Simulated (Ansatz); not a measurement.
# F₂H₄OSi₂: basis-set convergence

Aim: see how fast density functionals and correlated methods converge with the basis set for F₂H₄OSi₂.

Method: one geometry, several basis sets; program: Ansatz 0.2.0, Gaussian basis.

Plan: PBE0-D4/def2-SVP; ωB97M-V/def2-SVP; PBE0-D4/def2-QZVPP; ωB97M-V/def2-QZVPP; CCSD(T)/cc-pV(D+d)Z; CCSD(T)/cc-pV(T+d)Z; CCSD(T)/cc-pV(Q+d)Z; the functionals' def2-TZVPP values are taken from earlier runs.

## 1. The geometry

All runs share one geometry, relaxed beforehand with PBE0-D4 in a triple-zeta def2 set.

SMILES `O[Si](F)(F)[SiH3]`, 9 atoms, charge 0, spin multiplicity 1.

Atoms are counted from 1 here; the program's logs count them from 0.

Bond lengths: O1–Si2 1.621 Å, O1–H6 0.959 Å, Si2–F3 1.592 Å, Si2–F4 1.592 Å, Si2–Si5 2.328 Å, Si5–H7 1.485 Å, Si5–H8 1.485 Å, Si5–H9 1.485 Å. Angles: Si2–O1–H6 120.5°, O1–Si2–F3 110.1°, O1–Si2–F4 110.1°, O1–Si2–Si5 109.3°, F3–Si2–F4 104.4°, F3–Si2–Si5 111.4°, F4–Si2–Si5 111.4°, Si2–Si5–H7 109.1°, Si2–Si5–H8 109.3°, Si2–Si5–H9 109.3°, H7–Si5–H8 109.7°, H7–Si5–H9 109.7°, H8–Si5–H9 109.8°.

Geometry (Å):

```mol
F2H4OSi2
  3D, bonds by distance, orders not assigned

  9  8  0  0  0  0  0  0  0  0999 V2000
    0.2463    1.8570    0.4359 O   0  0
    0.7847    0.3676    0.0897 Si  0  0
    1.7349    0.4127   -1.1869 F   0  0
    1.7219   -0.1616    1.2629 F   0  0
   -1.0311   -1.0489   -0.2521 Si  0  0
    0.8643    2.5708    0.6061 H   0  0
   -0.5311   -2.4121   -0.5637 H   0  0
   -1.8416   -0.5421   -1.3881 H   0  0
   -1.8599   -1.0898    0.9790 H   0  0
  1  2  8  0
  2  3  8  0
  2  4  8  0
  2  5  8  0
  1  6  8  0
  5  7  8  0
  5  8  8  0
  5  9  8  0
M  END
```

## 2. PBE0-D4 in def2-SVP

File in.yaml:

```yaml
crystal:
  periodic: [false, false, false]
  atoms:
    - {symbol: O, position_ang: [0.246275, 1.857014, 0.435899]}
    - {symbol: Si, position_ang: [0.784697, 0.367650, 0.089686]}
    - {symbol: F, position_ang: [1.734950, 0.412688, -1.186931]}
    - {symbol: F, position_ang: [1.721878, -0.161612, 1.262853]}
    - {symbol: Si, position_ang: [-1.031065, -1.048900, -0.252082]}
    - {symbol: H, position_ang: [0.864314, 2.570826, 0.606082]}
    - {symbol: H, position_ang: [-0.531073, -2.412103, -0.563665]}
    - {symbol: H, position_ang: [-1.841632, -0.542072, -1.388085]}
    - {symbol: H, position_ang: [-1.859943, -1.089791, 0.979043]}
basis:
  gaussian: {orbitals: def2-SVP}
hamiltonian: {xc: pbe0, dispersion: d4}
output: {orbitals: {seedname: orbitals}}
```

Launch:

```console
$ ansatz run in.yaml --threads 2 --pin off --events-out ev --progress --plain --max-ram 22528MiB --backend cpu
```

The runs that follow: ωB97M-V in def2-SVP; PBE0-D4 in def2-QZVPP; ωB97M-V in def2-QZVPP; CCSD(T) in cc-pV(D+d)Z; CCSD(T) in cc-pV(T+d)Z; CCSD(T) in cc-pV(Q+d)Z.

Q: Predict the results of all the runs planned. Wanted: MP2 correlation recovered, cc-pV(D+d)Z; MP2 correlation recovered, cc-pV(T+d)Z; MP2 correlation recovered, cc-pV(Q+d)Z; CCSD(T) limit from def2 sets; PBE0-D4: double and triple zeta above quadruple; ωB97M-V: double and triple zeta above quadruple.

**Answer**, as computed:

| quantity | value |
| --- | --- |
| MP2 correlation recovered, cc-pV(D+d)Z | 66.6 % |
| MP2 correlation recovered, cc-pV(T+d)Z | 86.9 % |
| MP2 correlation recovered, cc-pV(Q+d)Z | 94.6 % |
| CCSD(T) limit from def2 sets (earlier runs) less the limit of this series | -6 meV |
| PBE0-D4: double and triple zeta above quadruple | 16.50, 0.98 eV |
| ωB97M-V: double and triple zeta above quadruple | 16.64, 0.92 eV |

In words: For PBE0-D4 the step from double to triple zeta gains 15.52 eV and the next only 0.98 eV. Correlation climbs from 67 % (cc-pV(D+d)Z) to 95 % (cc-pV(Q+d)Z) of the limit; Hartree-Fock is 0.277 eV from its own by then. A limit from the def2 sets, made apart, differs by 6 meV, a least measure of the doubt on such a limit. Total energies overstate the basis error of differences, where much of it tends to cancel. The LUMO of ωB97M-V is positive and keeps falling with the basis (2.23 to 1.34 eV): an unbound level that the basis holds in place.
